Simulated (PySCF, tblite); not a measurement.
**C2H10NO2Si2 radical: geometry, infrared bands and EPR parameters**

What infrared bands and EPR parameters should C2H10NO2Si2 radical (`CN(C)[Si@@H](O)O[SiH2]`) show?

Computed with tblite 0.8.0 and PySCF 2.14.0, with density-fitted response routines of our own, on a single molecule in the gas phase. Atoms count from 0, in the outputs and in this text.

## 1. Starting geometry

17 atoms, charge 0, multiplicity 2; geometry from: force field or distance geometry start.

Bonds of the start (Å): C0–N1 1.46, N1–C2 1.47, N1–Si3 1.72, Si3–O4 1.64, Si3–O5 1.63, O5–Si6 1.66, C0–H7 1.10, C0–H8 1.10, C0–H9 1.11, C2–H10 1.10, C2–H11 1.09, C2–H12 1.11, Si3–H13 1.48, O4–H14 0.97, Si6–H15 1.48, Si6–H16 1.49.

## 2. Relaxing the molecule with GFN2-xTB

What the job is given:

```
{"job": {"kind": "relax", "xc": "GFN2-xTB", "basis": "xTB"}, "charge": 0, "multiplicity": 2}
C     -1.468600     0.662400     0.631300
N     -0.821900    -0.418600    -0.113600
C     -1.494000    -1.683200     0.234300
Si     0.880900    -0.399700    -0.342200
O      1.105700    -1.351200    -1.659000
O      1.329600     1.138500    -0.653800
Si     2.726900     2.006400    -0.881700
H     -1.147400     1.654700     0.278000
H     -1.267000     0.604800     1.709200
H     -2.568200     0.639000     0.491800
H     -1.180400    -2.503300    -0.420100
H     -1.324800    -1.977900     1.273200
H     -2.591200    -1.590800     0.091400
H      1.561400    -0.961400     0.852100
H      0.382600    -1.247900    -2.304600
H      2.376500     3.397700    -1.238800
H      3.492800     2.042600     0.395600
```

On the command line:

```sh
$ OMP_NUM_THREADS=1 python probes_run.py task.json out
```

The driver reads the jobs from task.json and runs them one after another.

**Question.** This job is followed by: GFN2-xTB harmonic vibrations, gas phase; UKS B3LYP, pcH-1 on C H N O Si, non-relativistic, mean-field spin-orbit, GIAO. Predict these results of the whole session: strongest single infrared mode (GFN2-xTB); zero-point energy (GFN2-xTB); g(iso) (B3LYP); ⟨S²⟩; largest a(iso) (averaged by class); surface potential, 1st and 99th percentile.

The runs gave:

```
                                 quantity                    value
strongest single infrared mode (GFN2-xTB)    1090 cm⁻¹, 540 km/mol
             zero-point energy (GFN2-xTB)            77.2 kcal/mol
                           g(iso) (B3LYP)                  2.00258
                                     ⟨S²⟩       0.751 (exact 0.75)
       largest a(iso) (averaged by class)  29Si on Si6, -593.4 MHz
    surface potential, 1st and 99th percentile       -1.36 V and 2.10 V
```

The optimisation took 169 steps and gained 0.397 eV; among the close pairs (by a distance rule), O5–Si6 changed most, from 1.661 to 1.617 Å. All 45 modes are real, so the xTB geometry is a minimum. Unscaled tight-binding wavenumbers are off by several per cent, some by more. Its intensities can rank the bands wrongly. Most of the unpaired spin sits on Si6 (0.89 e). The isotropic g lies 0.3 ppt above the free-electron value.
